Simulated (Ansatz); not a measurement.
Runs of Ansatz 0.2.0 on BiTe. The structure is trigonal, space group R-3m (No. 166). Conventional cell: a = 4.845 Å, b = 4.845 Å, c = 9.952 Å, α = 90.00°, β = 90.00°, γ = 120.00°. Bi (site symmetry -3m) has 6 Te at 3.25 Å as nearest neighbours. Around Te (site symmetry -3m) lie 6 Bi at 3.25 Å. The cell comes from a database or a generator and needn't be the stable form of this composition.

| level | gap on the mesh (eV) | pressure (GPa) | relaxed volume (Å³/atom) |
| --- | --- | --- | --- |
| PBEsol | none | 0.0 | 31.96 |
| PBEsol+D4 | none | 0.0 | (a) |
| PBEsol+D3(BJ)-ATM | none | 0.0 | 30.30 |
| PBEsol+D3(BJ) | none | 0.0 | 30.12 |

Alike in all rows: task relaxation of cell and atoms; potentials or basis Ansatz PAW; no spin polarisation; cell relaxed; k mesh 7 × 7 × 7; cutoff (eV) 420; smearing fermi-dirac 0.05 eV.

Q: Fill in the values left out.

A: (a) 30.86.

Caveats: the plane-wave basis is chosen anew once the cell has moved, so the energies of steps on either side of that aren't comparable; spin-orbit coupling is left out, which moves the levels of the heavy elements; the PAW data sets come from PBE, with cores solved anew for the run's functional, which leaves a small shift of forces and pressure; pairwise dispersion overbinds metals, which lowers pressure and volume (some runs).

A k mesh can miss the band edges, and the runs leave out spin-orbit coupling on Bi, Te.

A gap of «none» marks a metal or a gap under the smearing width.

Runs at the PBE level aren't shown here.
